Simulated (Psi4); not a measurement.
**triplet BCl2F: levels of theory compared**

Wanted: a comparison of 4 runs (UBHLYP/6-311+G**, UM06-2X/6-311+G**, UM06-L/6-311+G**, UPBE0/6-311+G**) of triplet BCl2F. 

The calculation is run with Psi4 1.11.

### 1 The system as given

BCl2F: 4 atoms, total charge 0, spin state triplet. As SMILES of the parent species, `FB(Cl)Cl`. The coordinates come from a PBE0-D4/def2-TZVP relaxation. That shape belongs to the parent species and isn't relaxed for this state.

Bond lengths: F1–B2 1.310 Å, B2–Cl3 1.739 Å, B2–Cl4 1.739 Å. Angles: F1–B2–Cl3 119.3°, F1–B2–Cl4 119.3°, Cl3–B2–Cl4 121.5°.

### 2 Energy and gradient at UBHLYP/6-311+G(d,p) (run 1)

bcl2f.xyz reads:

```xyz
4
BCl2F
F      0.114370    -1.165320    -0.781190
B      0.007910    -0.080610    -0.054040
Cl    -1.549540     0.373780     0.571420
Cl     1.427260     0.872140     0.263810
```

calc.py reads:

```python
import psi4

psi4.set_memory(2200000000)
psi4.set_num_threads(1)
psi4.core.set_output_file('psi4.out', False)

with open('bcl2f.xyz') as f:
    atoms = ''.join(f.readlines()[2:])
m = psi4.geometry('0 3\n' + atoms + 'symmetry c1')

options = {'basis': '6-311+G**', 'reference': 'uks', 'puream': True, 'e_convergence': 1e-09, 'd_convergence': 1e-08, 'scf_type': 'pk', 'dft_radial_points': 99, 'dft_spherical_points': 590, 'maxiter': 100}
psi4.set_options(options)

energy_value = psi4.gradient("BHHLYP", molecule=m)
print('gradient / Eh bohr^-1')
print(energy_value.np.round(6))
```

Started as:

```console
$ python calc.py
```

psi4.out:

```text
[...]
  Running in c1 symmetry.
[...]
  Nuclear repulsion =  181.669072785720459
[...]
  Multiplicity = 3
[...]
  Nalpha       = 25
  Nbeta        = 23
[...]
    Number of basis functions: 104
[...]
   @UKS iter   1: -1044.90536991865611    1.27889e-02   4.50196e-03 ADIIS/DIIS
[...]
   @UKS iter  15: -1044.99131381379425   -8.18545e-12   4.76516e-09 DIIS
[...]
   @S^2 Observed:                2.013398880E+00
[...]
    Orbital Energies [Eh]
    ---------------------
    Alpha Occupied:
       1A   -102.892645     2A   -102.892644     3A    -25.289444
       4A     -9.967300     5A     -9.967277     6A     -7.624958
       7A     -7.624957     8A     -7.614524     9A     -7.614523
      10A     -7.611398    11A     -7.611397    12A     -7.143606
      13A     -1.365090    14A     -1.038158    15A     -1.010002
      16A     -0.651931    17A     -0.586141    18A     -0.581489
      19A     -0.562227    20A     -0.486530    21A     -0.481607
      22A     -0.475954    23A     -0.460786    24A     -0.451274
      25A     -0.146731
    Alpha Virtual:
[...]
  @UKS Final Energy: -1044.99131381379425
   => Energetics <=
    Nuclear Repulsion Energy =            181.6690727857204593
    One-Electron Energy =               -1803.9551016450657244
    Two-Electron Energy =                 613.7886620123110788
    DFT Exchange-Correlation Energy =     -36.4939469667601628
    Empirical Dispersion Energy =           0.0000000000000000
    VV10 Nonlocal Energy =                  0.0000000000000000
    Total Energy =                      -1044.9913138137942497
[...]
 Multipole Moments:
 ------------------------------------------------------------------------------------
     Multipole            Electronic (a.u.)      Nuclear  (a.u.)        Total (a.u.)
 ------------------------------------------------------------------------------------
 L = 1.  Multiply by 2.5417464519 to convert [e a0] to [Debye]
 Dipole X            :          0.0156086           -0.0786930           -0.0630843
 Dipole Y            :         -0.1589788            0.8018151            0.6428364
 Dipole Z            :         -0.1065655            0.5375133            0.4309478
 Magnitude           :                                                    0.7764884
[...]
  -Total Gradient:
     Atom            X                  Y                   Z
    ------   -----------------  -----------------  -----------------
       1       -0.003865448095     0.039387100159     0.026402790882
       2       -0.000379043756     0.003871404356     0.002597658183
       3        0.018768546727    -0.018841127681    -0.016219545269
       4       -0.014524241387    -0.024415475753    -0.012779628620
[...]
```

The script printed:

```text
gradient / Eh bohr^-1
[[-0.003865  0.039387  0.026403]
 [-0.000379  0.003871  0.002598]
 [ 0.018769 -0.018841 -0.01622 ]
 [-0.014524 -0.024415 -0.01278 ]]
```

Wall time 29 s (1 thread of Intel Xeon Platinum 8259CL at 2.50GHz (Skylake/Cascade Lake), shared host); peak memory 0.94 GiB.

### 3 Energy and forces at UM06-2X/6-311+G(d,p) (run 2)

job.py reads:

```python
import psi4

psi4.set_memory(2200000000)
psi4.set_num_threads(1)
psi4.set_output_file('bcl2f.out', False)

geom = psi4.geometry("""
0 3
F      0.114370    -1.165320    -0.781190
B      0.007910    -0.080610    -0.054040
Cl    -1.549540     0.373780     0.571420
Cl     1.427260     0.872140     0.263810
symmetry c1
""")

options = {'basis': '6-311+G**', 'reference': 'uks', 'puream': True, 'e_convergence': 1e-09, 'd_convergence': 1e-08, 'scf_type': 'pk', 'dft_radial_points': 99, 'dft_spherical_points': 590, 'maxiter': 100}
psi4.set_options(options)

e, wfn = psi4.gradient("M06-2X", return_wfn=True)
psi4.oeprop(wfn, "WIBERG_LOWDIN_INDICES", "LOWDIN_CHARGES", "QUADRUPOLE")
print('gradient / Eh bohr^-1')
print(e.np.round(6))
print(f'energy = {wfn.energy():.10f} Eh')
```

Started as:

```console
$ python job.py
```

bcl2f.out, cut to the lines that bear on the results:

```text
[...]
  Running in c1 symmetry.
[...]
  Nuclear repulsion =  181.669072785720459
[...]
  Multiplicity = 3
[...]
  Nalpha       = 25
  Nbeta        = 23
[...]
    Number of basis functions: 104
[...]
   @UKS iter   1: -1044.88803169972766    2.56950e-02   4.27739e-03 ADIIS/DIIS
[...]
   @UKS iter  15: -1044.97031230193784   -6.82121e-12   9.16250e-09 DIIS
[...]
   @S^2 Observed:                2.009577805E+00
[...]
  @UKS Final Energy: -1044.97031230193784
   => Energetics <=
    Nuclear Repulsion Energy =            181.6690727857204593
    One-Electron Energy =               -1803.8144135326874675
    Two-Electron Energy =                 610.8771101029884676
    DFT Exchange-Correlation Energy =     -33.7020816579591269
    Empirical Dispersion Energy =           0.0000000000000000
    VV10 Nonlocal Energy =                  0.0000000000000000
    Total Energy =                      -1044.9703123019378381
[...]
  -Total Gradient:
     Atom            X                  Y                   Z
    ------   -----------------  -----------------  -----------------
       1       -0.004340314568     0.044225664876     0.029646483575
       2       -0.000095451339     0.000981222547     0.000659974271
       3        0.020631989540    -0.019500906190    -0.017043242218
       4       -0.016199975336    -0.025667752843    -0.013237594422
[...]
 Multipole Moments:
 ------------------------------------------------------------------------------------
     Multipole            Electronic (a.u.)      Nuclear  (a.u.)        Total (a.u.)
 ------------------------------------------------------------------------------------
 L = 1.  Multiply by 2.5417464519 to convert [e a0] to [Debye]
 Dipole X            :          0.0171779           -0.0786930           -0.0615151
 Dipole Y            :         -0.1749902            0.8018151            0.6268249
 Dipole Z            :         -0.1172984            0.5375133            0.4202149
 Magnitude           :                                                    0.7571487
 L = 2.  Multiply by 1.3450342976 to convert [e a0^2] to [Debye ang]
 Quadrupole XX       :       -292.9626856          269.7771525          -23.1855330
 Quadrupole XY       :        -36.1258782           36.8832108            0.7573326
[...]
```

On the terminal:

```text
gradient / Eh bohr^-1
[[-4.3400e-03  4.4226e-02  2.9646e-02]
 [-9.5000e-05  9.8100e-04  6.6000e-04]
 [ 2.0632e-02 -1.9501e-02 -1.7043e-02]
 [-1.6200e-02 -2.5668e-02 -1.3238e-02]]
energy = -1044.9703123019 Eh
```

It took 58 s on 1 thread of Intel Xeon Platinum 8259CL at 2.50GHz (Skylake/Cascade Lake), shared host; peak memory 1.1 GiB.

Run 3 isn't shown in full; the table further down has it.

### 4 Energy and gradient at UPBE0/6-311+G(d,p) (run 4)

bcl2f.xyz is that of step 2.

run.py reads:

```python
import psi4

psi4.set_memory('2200 MB')
psi4.set_num_threads(1)
psi4.core.set_output_file('psi4.out', False)

with open('bcl2f.xyz') as f:
    atoms = ''.join(f.readlines()[2:])
geom = psi4.geometry('0 3\n' + atoms + 'symmetry c1')

options = {'basis': '6-311+G**', 'reference': 'uks', 'puream': True, 'e_convergence': 1e-09, 'd_convergence': 1e-08, 'scf_type': 'pk', 'dft_radial_points': 99, 'dft_spherical_points': 590, 'maxiter': 100}
psi4.set_options(options)

E = psi4.gradient("pbe0")
print('gradient / Eh bohr^-1')
print(E.np.round(6))
for k, v in sorted(psi4.core.scalar_variables().items()):
    print(f'{k:45s} {v:18.10f}')
```

Started as:

```console
$ python run.py
```

psi4.out:

```text
[...]
  Running in c1 symmetry.
[...]
  Nuclear repulsion =  181.669072785720459
[...]
  Multiplicity = 3
[...]
  Nalpha       = 25
  Nbeta        = 23
[...]
    Number of basis functions: 104
[...]
   @UKS iter   1: -1044.49285092947116    1.20653e-01   5.24403e-03 DIIS/ADIIS
[...]
   @UKS iter  15: -1044.62022934071365   -1.04592e-11   5.38698e-09 DIIS
[...]
   @S^2 Observed:                2.007422025E+00
[...]
    Orbital Energies [Eh]
    ---------------------
    Alpha Occupied:
       1A   -101.803846     2A   -101.803845     3A    -24.762915
       4A     -9.612324     5A     -9.612300     6A     -7.350942
       7A     -7.350941     8A     -7.342818     9A     -7.342817
      10A     -7.337762    11A     -7.337761    12A     -6.843897
      13A     -1.244841    14A     -0.940972    15A     -0.914461
      16A     -0.582996    17A     -0.525034    18A     -0.519815
      19A     -0.490345    20A     -0.432797    21A     -0.425041
      22A     -0.416045    23A     -0.405152    24A     -0.396471
      25A     -0.111206
    Alpha Virtual:
[...]
  @UKS Final Energy: -1044.62022934071365
   => Energetics <=
    Nuclear Repulsion Energy =            181.6690727857204593
    One-Electron Energy =               -1803.8417331496648330
    Two-Electron Energy =                 630.9146553864108000
    DFT Exchange-Correlation Energy =     -53.3622243631799051
    Empirical Dispersion Energy =           0.0000000000000000
    VV10 Nonlocal Energy =                  0.0000000000000000
    Total Energy =                      -1044.6202293407136494
[...]
 Multipole Moments:
 ------------------------------------------------------------------------------------
     Multipole            Electronic (a.u.)      Nuclear  (a.u.)        Total (a.u.)
 ------------------------------------------------------------------------------------
 L = 1.  Multiply by 2.5417464519 to convert [e a0] to [Debye]
 Dipole X            :          0.0213544           -0.0786930           -0.0573386
 Dipole Y            :         -0.2175477            0.8018151            0.5842675
 Dipole Z            :         -0.1458278            0.5375133            0.3916855
 Magnitude           :                                                    0.7057434
[...]
  -Total Gradient:
     Atom            X                  Y                   Z
    ------   -----------------  -----------------  -----------------
       1       -0.004435863123     0.045198982062     0.030298971326
       2        0.000672014088    -0.006838903281    -0.004582442310
       3        0.020382883356    -0.016082122027    -0.014769695203
       4       -0.016619089562    -0.022277393332    -0.010946455334
[...]
```

The script printed:

```text
gradient / Eh bohr^-1
[[-0.004436  0.045199  0.030299]
 [ 0.000672 -0.006839 -0.004582]
 [ 0.020383 -0.016082 -0.01477 ]
 [-0.016619 -0.022277 -0.010946]]
CURRENT ENERGY                                  -1044.6202293407
CURRENT REFERENCE ENERGY                        -1044.6202293407
DD SOLVATION ENERGY                                 0.0000000000
DFT FUNCTIONAL TOTAL ENERGY                     -1044.6202293407
DFT TOTAL ENERGY                                -1044.6202293407
DFT VV10 ENERGY                                     0.0000000000
DFT XC ENERGY                                     -53.3622243632
GRID ELECTRONS ALPHA                               24.9999999586
GRID ELECTRONS BETA                                22.9999999603
GRID ELECTRONS TOTAL                               47.9999999189
NUCLEAR REPULSION ENERGY                          181.6690727857
ONE-ELECTRON ENERGY                             -1803.8417331497
PCM POLARIZATION ENERGY                             0.0000000000
PE ENERGY                                           0.0000000000
SCF ITERATION ENERGY                            -1044.6202293407
SCF ITERATIONS                                     15.0000000000
SCF TOTAL ENERGY                                -1044.6202293407
TWO-ELECTRON ENERGY                               630.9146553864
XC GRID RADIAL POINTS                              99.0000000000
XC GRID SPHERICAL POINTS                          590.0000000000
XC GRID TOTAL POINTS                           227166.0000000000
```

It took 31 s on 1 thread of Intel Xeon Platinum 8259CL at 2.50GHz (Skylake/Cascade Lake), shared host; peak memory 0.94 GiB.

### 5 The series

```csv
run,level,task,energy (Eh),dipole moment (D),HOMO energy (eV),⟨S²⟩,wall time
1,UBHLYP/6-311+G**,gradient,-1044.991314,1.97,-3.99,2.013,29 s
2,UM06-2X/6-311+G**,gradient,-1044.970312,1.92,-3.92,2.010,58 s
3,UM06-L/6-311+G**,energy,-1045.020785,1.61,-1.80,2.007,44 s
4,UPBE0/6-311+G**,gradient,-1044.620229,1.79,-3.03,2.007,31 s
```

### 6 Summary of results

| quantity | value |
| --- | --- |
| run 4: total energy | -1044.62023 Eh |
| run 4: dipole moment | 1.79 D |
| run 4: HOMO energy (highest over α and β) | -3.03 eV |
| run 4: ⟨S²⟩ | 2.007 |
| run 4: largest force on an atom | 2.807 eV/Å |

What this shows: The dipole moment (its size) runs from 1.61 D (UM06-L/6-311+G**) to 1.97 D (UBHLYP/6-311+G**). Totals of different functionals can't be ranked against each other. All runs together took 2.7 min, the longest 58 s.
